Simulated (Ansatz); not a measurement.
# Cl3F2H3OW: the cost of one run

All numbers below are computed with Ansatz 0.2.0 (RHF/def2-SVP).

**1. The structure to begin with**

Bond lengths: W1–O2 2.290 Å, O2–H3 1.010 Å, W1–Cl4 2.390 Å, W1–Cl5 2.390 Å, W1–F6 1.850 Å, W1–Cl7 2.390 Å, W1–H8 1.720 Å, W1–F9 2.150 Å, Cl4–F9 1.892 Å, Cl5–F9 1.816 Å, W1–H10 2.248 Å. Angles (14 of 34 angles, heavy atoms first): O2–W1–Cl4 90.0°, O2–W1–Cl5 90.0°, O2–W1–F6 90.0°, O2–W1–Cl7 90.0°, O2–W1–F9 71.6°, Cl4–W1–Cl5 90.0°, Cl4–W1–F6 180.0°, Cl4–W1–Cl7 90.0°, Cl4–W1–F9 48.9°, Cl5–W1–F6 90.0°, Cl5–W1–Cl7 180.0°, Cl5–W1–F9 46.8°, F6–W1–Cl7 90.0°, F6–W1–F9 131.1°.

As a file:

```xyz
10

W     0.0000    0.0000    0.0000
O     0.0000    0.0000    2.2900
H    -0.9095   -0.2814    2.6271
Cl    2.3900    0.0000    0.0000
Cl    0.0000    2.3900    0.0000
F    -1.8500    0.0000    0.0000
Cl    0.0000   -2.3900    0.0000
H     0.0000    0.0000   -1.7200
F     1.4129    1.4719    0.6779
H     0.9245    0.9631    1.8084
```

**2. A restrained relaxation towards end A**

Springs on the bonds that form and break draw the guess towards this end; the thresholds are loose.

Input file input.yaml:

```yaml
crystal:
  periodic: [false, false, false]
  atoms:
    - { symbol: W, position_ang: [0.0, 0.0, 0.0] }
    - { symbol: O, position_ang: [0.0, 0.0, 2.29] }
    - { symbol: H, position_ang: [-0.9095, -0.2814, 2.6271] }
    - { symbol: Cl, position_ang: [2.39, 0.0, 0.0] }
    - { symbol: Cl, position_ang: [0.0, 2.39, 0.0] }
    - { symbol: F, position_ang: [-1.85, 0.0, 0.0] }
    - { symbol: Cl, position_ang: [0.0, -2.39, 0.0] }
    - { symbol: H, position_ang: [0.0, 0.0, -1.72] }
    - { symbol: F, position_ang: [1.4129, 1.4719, 0.6779] }
    - { symbol: H, position_ang: [0.9245, 0.9631, 1.8084] }
basis:
  gaussian: { orbitals: def2-SVP }
hamiltonian:
  xc: hf
relax:
  f_tol: 0.15
  max_steps: 25
  restrain:
    - { distance: [0, 8], at: 3.05, k: 30.0 }
    - { distance: [9, 1], at: 2.21, k: 30.0 }
    - { distance: [0, 1], at: 1.94, k: 30.0 }
    - { distance: [9, 8], at: 0.92, k: 30.0 }
```

Run with:

```console
ansatz run input.yaml --threads 4 --pin off --max-ram 5120MiB --backend cpu --events-out ev --progress --plain --runs-dir out
```

**Question.** How long does this run take on 4 threads of Arm Neoverse V2, shared host, and how much memory does it need?

About 58 s, with a peak of 0.5 GiB.
